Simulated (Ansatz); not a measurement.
**C5H12O2Si2: how energies converge with the basis set**

One table from this session's results is given with a row withheld; the runs are named, their logs left out.

The runs use Ansatz 0.2.0, Gaussian basis; one geometry, several basis sets.

The runs, in order: PBE0-D4/def2-SVP; ωB97M-V/def2-SVP; PBE0-D4/def2-QZVPP; ωB97M-V/def2-QZVPP; the functionals' def2-TZVPP values are taken from earlier runs.

## The geometry

An earlier PBE0-D4 in a triple-zeta def2 set relaxation fixed the geometry.

SMILES `CO[SiH2]C#C[SiH](C)OC`, 21 atoms, charge 0, spin multiplicity 1.

Atoms are counted from 1 here; the program's logs count them from 0.

Bond lengths: C1–O2 1.410 Å, C1–H10 1.095 Å, C1–H11 1.091 Å, C1–H12 1.096 Å, O2–Si3 1.636 Å, Si3–C4 1.829 Å, Si3–H13 1.478 Å, Si3–H14 1.487 Å, C4–C5 1.216 Å, C5–Si6 1.838 Å, Si6–C7 1.850 Å, Si6–O8 1.639 Å, Si6–H15 1.489 Å, C7–H16 1.092 Å, C7–H17 1.092 Å, C7–H18 1.092 Å, O8–C9 1.409 Å, C9–H19 1.095 Å and more. Angles: O2–C1–H10 111.3°, O2–C1–H11 108.1°, O2–C1–H12 111.4°, H10–C1–H11 108.8°, H10–C1–H12 108.7°, H11–C1–H12 108.6°, C1–O2–Si3 123.1°, O2–Si3–C4 110.8°, O2–Si3–H13 106.6°, O2–Si3–H14 111.2°, C4–Si3–H13 110.1°, C4–Si3–H14 106.9°, H13–Si3–H14 111.2°, Si3–C4–C5 178.8°, C4–C5–Si6 179.7°, C5–Si6–C7 110.7°, C5–Si6–O8 109.5°, C5–Si6–H15 106.2° and more.

Set-up of the first run:

Contents of in.yaml:

```yaml
crystal:
  periodic: [false, false, false]
  atoms:
    - {symbol: C, position_ang: [0.549083, -1.843054, 3.137941]}
    - {symbol: O, position_ang: [1.861285, -1.672263, 2.649819]}
    - {symbol: Si, position_ang: [2.235148, -1.716852, 1.058042]}
    - {symbol: C, position_ang: [1.269661, -0.472139, 0.127859]}
    - {symbol: C, position_ang: [0.607997, 0.349910, -0.476256]}
    - {symbol: Si, position_ang: [-0.397919, 1.585082, -1.392883]}
    - {symbol: C, position_ang: [-0.804551, 3.028876, -0.310239]}
    - {symbol: O, position_ang: [-1.808856, 0.898194, -1.866277]}
    - {symbol: C, position_ang: [-1.872773, -0.261058, -2.665001]}
    - {symbol: H, position_ang: [-0.123422, -1.071796, 2.747550]}
    - {symbol: H, position_ang: [0.578998, -1.764938, 4.225680]}
    - {symbol: H, position_ang: [0.147643, -2.827146, 2.869666]}
    - {symbol: H, position_ang: [3.679023, -1.419631, 0.955445]}
    - {symbol: H, position_ang: [1.915251, -3.043456, 0.467370]}
    - {symbol: H, position_ang: [0.408834, 1.978258, -2.580478]}
    - {symbol: H, position_ang: [-1.399950, 3.761645, -0.859410]}
    - {symbol: H, position_ang: [0.110275, 3.515326, 0.035928]}
    - {symbol: H, position_ang: [-1.373720, 2.703827, 0.563076]}
    - {symbol: H, position_ang: [-1.403148, -1.114913, -2.164641]}
    - {symbol: H, position_ang: [-1.379992, -0.108802, -3.632340]}
    - {symbol: H, position_ang: [-2.923565, -0.494371, -2.844149]}
basis:
  gaussian: {orbitals: def2-SVP}
hamiltonian: {xc: pbe0, dispersion: d4}
output: {orbitals: {seedname: orbitals}}
```

Among the steps run: PBE0-D4 in def2-SVP; ωB97M-V in def2-SVP; PBE0-D4 in def2-QZVPP; ωB97M-V in def2-QZVPP.

One table of the session follows, with a row left open; its other results are not shown here.

It belongs to the step «Density functionals: the series». 

| functional | basis | HOMO (eV) |
| --- | --- | --- |
| PBE0-D4 | def2-SVP | -8.01 |
| PBE0-D4 | def2-TZVPP | ? |
| PBE0-D4 | def2-QZVPP | -8.11 |
| ωB97M-V | def2-SVP | -10.25 |
| ωB97M-V | def2-TZVPP | -10.34 |
| ωB97M-V | def2-QZVPP | -10.35 |

Estimate the missing values for PBE0-D4, def2-TZVPP.

The run gave: HOMO (eV): -8.09. In the column «HOMO (eV)» it lies between PBE0-D4, def2-QZVPP (-8.11) and PBE0-D4, def2-SVP (-8.01).
